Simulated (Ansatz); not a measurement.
Geometry optimisation, DFT PBEsol, scalar-relativistic, plane waves, PAW in Ansatz.

Input file:

```yaml
crystal:
  lattice:
    - [5.792, 0.0, 0.0]
    - [-2.896, 5.016019, 0.0]
    - [0.0, 0.0, 17.25835]
  atoms:
    - { symbol: W, position: [0.0, 0.0, 0.057943] }
    - { symbol: C, position: [0.3333333, 0.1666667, 0.1401901] }
    - { symbol: W, position: [0.0, 0.0, 0.2224373] }
    - { symbol: C, position: [0.3333333, 0.1666667, 0.3046844] }
    - { symbol: W, position: [0.0, 0.5, 0.057943] }
    - { symbol: C, position: [0.3333333, 0.6666667, 0.1401901] }
    - { symbol: W, position: [0.0, 0.5, 0.2224373] }
    - { symbol: C, position: [0.3333333, 0.6666667, 0.3046844] }
    - { symbol: W, position: [0.5, 0.0, 0.057943] }
    - { symbol: C, position: [0.8333333, 0.1666667, 0.1401901] }
    - { symbol: W, position: [0.5, 0.0, 0.2224373] }
    - { symbol: C, position: [0.8333333, 0.1666667, 0.3046844] }
    - { symbol: W, position: [0.5, 0.5, 0.057943] }
    - { symbol: C, position: [0.8333333, 0.6666667, 0.1401901] }
    - { symbol: W, position: [0.5, 0.5, 0.2224373] }
    - { symbol: C, position: [0.8333333, 0.6666667, 0.3046844] }
    - { symbol: W, position: [0.1608992, 0.8261647, 0.4084023] }
basis:
  ecutwfc: 420.0
kpoints:
  mp_grid: { grid: [4, 4, 1] }
hamiltonian:
  xc: pbesol
  pseudopotentials: { kind: paw, azcp: { folder: soft_1 } }
scf:
  occupations: { method: gaussian, width: 0.05 }
  lower_state_search: "off"
relax:
  f_tol: 0.03
  max_steps: 60
  adjacent_minimum: "off"
  constraints: [{ sites: [0, 4, 8, 12] }]
```

Run as:

```bash
$ ansatz run input.yaml --threads 4 --pin off --max-ram 10240MiB --backend cpu --events-out ev --progress --plain --runs-dir out
```

Q: Where does it end, and by what steps?

A: The run converged. The force dipped under the threshold on the way, but the program's further checks kept it going. Limits of this set-up: coarse k mesh, thin slab, slab without dipole correction, PAW files made for another functional. After 8 steps the energy has fallen by 9.254 eV; W17 moved furthest, 1.01 Å. The start is strongly strained (largest force component 11 eV/Å).

```
step  energy less start (eV)  largest force component (eV/Å)  accepted
   0                  0.0000                          10.960       yes
   1                 -3.0797                          11.673       yes
   2                 -5.7979                          10.680       yes
   3                 -7.7768                           6.807       yes
   4                 -8.6134                           5.406       yes
   5                 -9.2277                           0.591       yes
   6                 -9.2531                           0.160       yes
   7                 -9.2543                           0.027       yes
   8                 -9.2543                           0.027       yes
```

```xyz
17
Lattice="5.7920 0.0000 0.0000 -2.8960 5.0160 0.0000 0.0000 0.0000 17.2584" Properties=species:S:1:pos:R:3
W 0.000 0.000 1.000
C 1.448 0.848 2.333
W -0.037 0.021 3.794
C 1.448 0.838 5.125
W -1.448 2.508 1.000
C 0.010 3.338 2.333
W -1.448 2.465 3.794
C 0.002 3.343 5.126
W 2.896 0.000 1.000
C 4.344 0.836 2.296
W 2.933 0.021 3.794
C 4.344 0.836 4.978
W 1.448 2.508 1.000
C 2.886 3.338 2.333
W 1.448 2.508 3.841
C 2.894 3.343 5.126
W -1.448 4.180 6.040
```

Whether the end is a true minimum wasn't checked by a vibrational analysis.

Time of the run: 110 s on 4 threads of Arm Neoverse V1, on a shared host, peak memory 1.3 GiB.
